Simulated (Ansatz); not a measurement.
## BrGe2H6N, SMILES [GeH3][NH][GeH2][Br]: a single point from an input written key by key, step by step

Program: Ansatz 0.2.0 through its Python package.

Input file `brge2h6n.yaml`:
```yaml
crystal:
  periodic: [false, false, false]
  atoms:
    - { symbol: Ge, position_ang: [-1.5067, 0.1604, -0.1188] }
    - { symbol: "N", position_ang: [0.0269, -0.5426, -0.9148] }
    - { symbol: Ge, position_ang: [1.4086, -0.4041, 0.3315] }
    - { symbol: Br, position_ang: [2.017, 1.8279, 0.602] }
    - { symbol: H, position_ang: [-1.2664, 1.6435, 0.2628] }
    - { symbol: H, position_ang: [-1.8521, -0.6547, 1.1538] }
    - { symbol: H, position_ang: [-2.688, 0.0764, -1.1185] }
    - { symbol: H, position_ang: [0.2722, 0.0878, -1.7104] }
    - { symbol: H, position_ang: [2.6356, -1.2015, -0.1791] }
    - { symbol: H, position_ang: [0.9529, -0.9931, 1.6915] }
basis:
  gaussian: { orbitals: def2-SVP }
correlation:
  method: mp2
output:
  forces: true
```

At the Python prompt:
```pycon
>>> import ansatz as az
>>> import numpy as np
>>> import pandas as pd
>>> session = az.Session.from_deck("brge2h6n.yaml")
>>> r = session.plan(threads=1).execute().report
>>> for key in ("converged", "free_energy_ev", "reference_energy_ev", "n_frozen", "n_occupied", "n_virtual"):
...     print(f"{key:22s} {r[key]}")
...
converged              True
free_energy_ev         -184523.8440586679
reference_energy_ev    -184500.07974307795
n_frozen               28
n_occupied             [28, 28]
n_virtual              [84, 84]
>>> symbols = ["Ge", "N", "Ge", "Br", "H", "H", "H", "H", "H", "H"]
>>> parts = r["correlation"]
>>> for name in ("random_phase", "coupled_cluster", "perturbative"):
...     if name in parts:
...         print(f"{name:16s} {parts[name]['energy']['hartree']:12.7f} Ha")
...
>>> if "second_order" in parts:
...     pair = parts["second_order"]
...     print(f"MP2 same spin {pair['same_spin']['hartree']:.7f} Ha, opposite spin {pair['opposite_spin']['hartree']:.7f} Ha")
...
MP2 same spin -0.2546468 Ha, opposite spin -0.6186757 Ha
>>> field = r["mean_field"]
>>> print("<S^2> =", round(abs(field["state"]["spin_squared"]), 4), " all-electron relativity setting:", field["relativity"])
<S^2> = 0.0  all-electron relativity setting: none
>>> print("passes:", field["passes"])
passes: {'evaluations': 10, 'products': 35}
>>> if "symmetry" in field:
...     print("occupied orbitals by irrep:", field["symmetry"]["occupied"])
...
occupied orbitals by irrep: [{'A': 56}, {'A': 56}]
>>> forces = np.array(r["forces_ev_ang"])
>>> print("largest force", round(float(np.linalg.norm(forces, axis=1).max()), 4), "eV/A, rms", round(float(np.sqrt((forces ** 2).mean())), 4))
largest force 1.0796 eV/A, rms 0.414
>>> charges = r["charge_distribution"]
>>> table = pd.DataFrame({"atom": symbols, "mulliken": charges["mulliken_charges_e"], "lowdin": charges["lowdin_charges_e"]})
>>> table.round(3)
  atom  mulliken  lowdin
0   Ge     0.506   0.176
1    N    -0.598  -0.009
2   Ge     0.651  -0.003
3   Br    -0.311   0.078
4    H    -0.088  -0.065
5    H    -0.088  -0.054
6    H    -0.093  -0.064
7    H     0.171   0.048
8    H    -0.075  -0.060
9    H    -0.075  -0.047
>>> print("dipole (e A):", np.round(charges["dipole_moment_e_ang"], 4) + 0.0)
dipole (e A): [-0.1071 -0.1351 -0.0851]
```

Total energies depend on the basis set; only differences at equal settings carry meaning. The geometry is a force-field or estimated start, not a minimum of this method, and the basis set is short of its limit. The Löwdin charges here are taken after orthogonalising the functions within each atom; they differ from plain Löwdin charges, and their signs can be unphysical. The whole script took 20 s on 1 thread of Arm Neoverse V2 (shared host), peak memory 0.54 GiB.
